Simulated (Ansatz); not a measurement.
# CH₅BGeO: basis-set convergence

How large a basis does CH₅BGeO need? Two functionals are run in growing sets.

Computed with Ansatz 0.2.0, Gaussian basis. Level: one geometry, several basis sets.

Plan: PBE0-D4/def2-SVP; ωB97M-V/def2-SVP; PBE0-D4/def2-QZVPP; ωB97M-V/def2-QZVPP; the functionals' def2-TZVPP values are taken from earlier runs.

## 1. Structure used throughout

An earlier PBE0-D4 in a triple-zeta def2 set relaxation fixed the geometry.

SMILES `[BH2][GeH]1[CH2][O]1`, 9 atoms, charge 0, spin multiplicity 1.

Atoms are counted from 1 here; the program's logs count them from 0.

Bond lengths: B1–Ge2 2.001 Å, B1–H5 1.192 Å, B1–H6 1.192 Å, Ge2–C3 1.948 Å, Ge2–O4 1.862 Å, Ge2–H7 1.529 Å, C3–O4 1.384 Å, C3–H8 1.091 Å, C3–H9 1.092 Å. Angles: Ge2–B1–H5 117.6°, Ge2–B1–H6 121.3°, H5–B1–H6 120.9°, B1–Ge2–C3 117.8°, B1–Ge2–O4 113.1°, B1–Ge2–H7 128.6°, C3–Ge2–O4 42.5°, C3–Ge2–H7 113.2°, O4–Ge2–H7 108.0°, Ge2–C3–O4 65.4°, Ge2–C3–H8 118.9°, Ge2–C3–H9 115.7°, O4–C3–H8 116.4°, O4–C3–H9 116.4°, H8–C3–H9 115.0°, Ge2–O4–C3 72.0°.

## 2. PBE0-D4 in def2-SVP

Input file in.yaml:

```yaml
crystal:
  periodic: [false, false, false]
  atoms:
    - {symbol: B, position_ang: [-0.634436, 1.749968, -0.085648]}
    - {symbol: Ge, position_ang: [0.638202, 0.246893, 0.267830]}
    - {symbol: C, position_ang: [0.090428, -1.548280, -0.252112]}
    - {symbol: O, position_ang: [-0.172730, -1.226011, 1.067998]}
    - {symbol: H, position_ang: [-1.799308, 1.498952, -0.089240]}
    - {symbol: H, position_ang: [-0.242896, 2.843279, -0.355123]}
    - {symbol: H, position_ang: [2.084107, 0.316070, 0.759819]}
    - {symbol: H, position_ang: [-0.775232, -1.667730, -0.904465]}
    - {symbol: H, position_ang: [0.900265, -2.259440, -0.426259]}
basis:
  gaussian: {orbitals: def2-SVP}
hamiltonian: {xc: pbe0, dispersion: d4}
output: {orbitals: {seedname: orbitals}}
```

The run is started by

```sh
$ ansatz run in.yaml --threads 2 --pin off --events-out ev --progress --plain --max-ram 4352MiB
```

The runs that follow: ωB97M-V in def2-SVP; PBE0-D4 in def2-QZVPP; ωB97M-V in def2-QZVPP.

**Question.** What will the summary of the whole plan be? Wanted: PBE0-D4: double and triple zeta above quadruple; ωB97M-V: double and triple zeta above quadruple.

The runs gave:

| quantity | value |
| --- | --- |
| PBE0-D4: double and triple zeta above quadruple | 13.12, 1.45 eV |
| ωB97M-V: double and triple zeta above quadruple | 13.26, 1.41 eV |

What this shows: PBE0-D4 gains 11.68 eV from double to triple zeta, then 1.45 eV more. These are total energies; as a rule much of such shifts cancels in differences, which this series doesn't test.
